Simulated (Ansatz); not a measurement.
# C2H7OSb: the cost of one run

Computed with Ansatz 0.2.0, Gaussian basis. Level: the settings change from run to run.

**1. The relaxed structure**

The structure was relaxed beforehand with PBE0-D4 in a triple-zeta def2 set. Sb takes a core potential in def2 sets; no spin-orbit term is included.

11 atoms, charge 0, spin multiplicity 1.

Atoms are counted from 1 here; the program's logs count them from 0.

Bond lengths: C1–O2 1.404 Å, C1–H5 1.099 Å, C1–H6 1.094 Å, C1–H7 1.099 Å, O2–Sb3 1.976 Å, Sb3–C4 2.151 Å, Sb3–H8 1.713 Å, C4–H9 1.090 Å, C4–H10 1.092 Å, C4–H11 1.090 Å. Angles: O2–C1–H5 112.4°, O2–C1–H6 108.0°, O2–C1–H7 112.8°, H5–C1–H6 107.7°, H5–C1–H7 107.9°, H6–C1–H7 107.8°, C1–O2–Sb3 117.7°, O2–Sb3–C4 95.7°, O2–Sb3–H8 91.6°, C4–Sb3–H8 92.9°, Sb3–C4–H9 109.8°, Sb3–C4–H10 109.8°, Sb3–C4–H11 108.6°, H9–C4–H10 109.0°, H9–C4–H11 109.9°, H10–C4–H11 109.7°.

**2. wPBEh/ANO-RCC-VTZP**

The input, in.yaml:

```yaml
crystal:
  periodic: [false, false, false]
  atoms:
    - {symbol: C, position_ang: [-1.502467, 1.329148, 0.112106]}
    - {symbol: O, position_ang: [-0.632745, 0.540673, 0.882892]}
    - {symbol: Sb, position_ang: [-0.317717, -1.320736, 0.298050]}
    - {symbol: C, position_ang: [1.603075, -0.940725, -0.592463]}
    - {symbol: H, position_ang: [-1.071233, 1.598903, -0.862225]}
    - {symbol: H, position_ang: [-1.692113, 2.256270, 0.660380]}
    - {symbol: H, position_ang: [-2.470852, 0.842506, -0.069873]}
    - {symbol: H, position_ang: [0.368560, -1.732112, 1.812708]}
    - {symbol: H, position_ang: [1.471951, -0.562466, -1.606172]}
    - {symbol: H, position_ang: [2.182116, -1.865425, -0.629658]}
    - {symbol: H, position_ang: [2.126827, -0.203036, 0.014654]}
basis:
  gaussian: {orbitals: ANO-RCC-VTZP}
hamiltonian: {xc: {name: wPBEh}}
```

Started as:

```bash
$ ansatz run in.yaml --threads 4 --pin off --events-out ev --progress --plain --max-ram 10444MiB
```

**Question.** How long does this run take on 4 threads of Arm Neoverse V2, shared host, and how much memory does it need?

About 9 s, with a peak of 0.85 GiB.
